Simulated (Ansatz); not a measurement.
# LuTl3: response to strain

Aim: deform LuTl3 (zz strain of +2 %) and compute stress, forces and field gradients with LAPW, PAW and all-electron datasets made for the crystal.

Method: DFT PBEsol, scalar-relativistic, in Ansatz 0.2.0.

### 1 The system as given

It takes space group Pm-3m (No. 221, cubic). The conventional cell has a = 4.653 Å, b = 4.653 Å, c = 4.653 Å, α = 90.00°, β = 90.00°, γ = 90.00°. Around Lu (site symmetry m-3m) lie 12 Tl at 3.29 Å. Tl (site symmetry 4/mmm) is surrounded by 4 Lu at 3.29 Å and 8 Tl at 3.29 Å.

Structure file:

```
Lu Tl
1.0
     4.65300    0.00000    0.00000
     0.00000    4.65300    0.00000
     0.00000    0.00000    4.65300
Lu Tl
1 3
Direct
  0.00000 0.00000 0.00000
  0.00000 0.50000 0.50000
  0.50000 0.00000 0.50000
  0.50000 0.50000 0.00000
```

Atoms are numbered in the order of the input: Lu1, Tl2, Tl3, Tl4.

### 2 The deformed structure

Space group Pm-3m before, P4/mmm after.

### 3 LAPW, all electrons

input.yaml

```yaml
crystal:
  lattice:
    - [4.653, 0.0, 0.0]
    - [0.0, 4.653, 0.0]
    - [0.0, 0.0, 4.74606]
  atoms:
    - { symbol: Lu, position: [0.0, 0.0, 0.0] }
    - { symbol: Tl, position: [0.0, 0.5, 0.5] }
    - { symbol: Tl, position: [0.5, 0.0, 0.5] }
    - { symbol: Tl, position: [0.5, 0.5, 0.0] }
kpoints:
  mp_grid: { grid: [7, 7, 7] }
  band_path:
    path:
      - [0.0, 0.0, 0.0]
      - [0.0, 0.5, 0.0]
      - [0.5, 0.5, 0.0]
      - [0.0, 0.0, 0.0]
      - [0.0, 0.0, 0.5]
      - [0.0, 0.5, 0.5]
      - [0.5, 0.5, 0.5]
      - [0.0, 0.0, 0.5]
      - [0.0, 0.5, 0.0]
    npoints: 5
scf:
  occupations: { method: fermi_dirac, width: 0.08 }
hamiltonian:
  xc: pbesol
  pseudopotentials: { kind: all_electron, lapw: { basis_error: 0.001 } }
output:
  forces: true
  stress: true
  eigenvalues: true
```

Command:

```console
> ansatz run input.yaml --threads 1 --pin off --max-ram 4096MiB --backend cpu --events-out ev --progress --plain --runs-dir out
```

### 4 Frozen-core PAW

input.yaml

```yaml
crystal:
  lattice:
    - [4.653, 0.0, 0.0]
    - [0.0, 4.653, 0.0]
    - [0.0, 0.0, 4.74606]
  atoms:
    - { symbol: Lu, position: [0.0, 0.0, 0.0] }
    - { symbol: Tl, position: [0.0, 0.5, 0.5] }
    - { symbol: Tl, position: [0.5, 0.0, 0.5] }
    - { symbol: Tl, position: [0.5, 0.5, 0.0] }
kpoints:
  mp_grid: { grid: [7, 7, 7] }
scf:
  occupations: { method: fermi_dirac, width: 0.08 }
hamiltonian:
  xc: pbesol
  pseudopotentials: { kind: paw }
output:
  forces: true
  stress: true
  eigenvalues: true
  efg: { contact_densities: true }
  write_density: true
  write_potential: true
  elf: true
  volumetric_format: npy
```

### 5 All-electron PAW on datasets made for the crystal

input.yaml: that of step 4 with these lines changed.

```diff
@@ -16,3 +16,3 @@
   xc: pbesol
-  pseudopotentials: { kind: paw }
+  pseudopotentials: { kind: all_electron, datasets: crystal }
 output:
@@ -22,5 +22 @@
   efg: { contact_densities: true }
-  write_density: true
-  write_potential: true
-  elf: true
-  volumetric_format: npy
```

(Steps that only read results are left out.)

Before running it: what results should come out? Wanted: pressure; largest shear or deviatoric stress.

The runs gave:

| quantity | value |
| --- | --- |
| pressure | LAPW -1.32, PAW -1.33, crystal datasets -1.32 GPa |
| largest shear or deviatoric stress (LAPW) | 0.08 GPa |

**Reading.** The largest part of the stress beyond the pressure is 0.08 GPa in size, in the zz component; the atoms are carried along and not relaxed. No run of the undeformed cell stands beside it, so the pressure holds what the given cell had before the change. PAW: stress within 0.01 GPa of LAPW. Crystal datasets: stress within 0.01 GPa of LAPW. Spin-orbit coupling is left out, though the cell holds Tl; in elements this heavy it can shift bands and gaps by tenths of an eV.
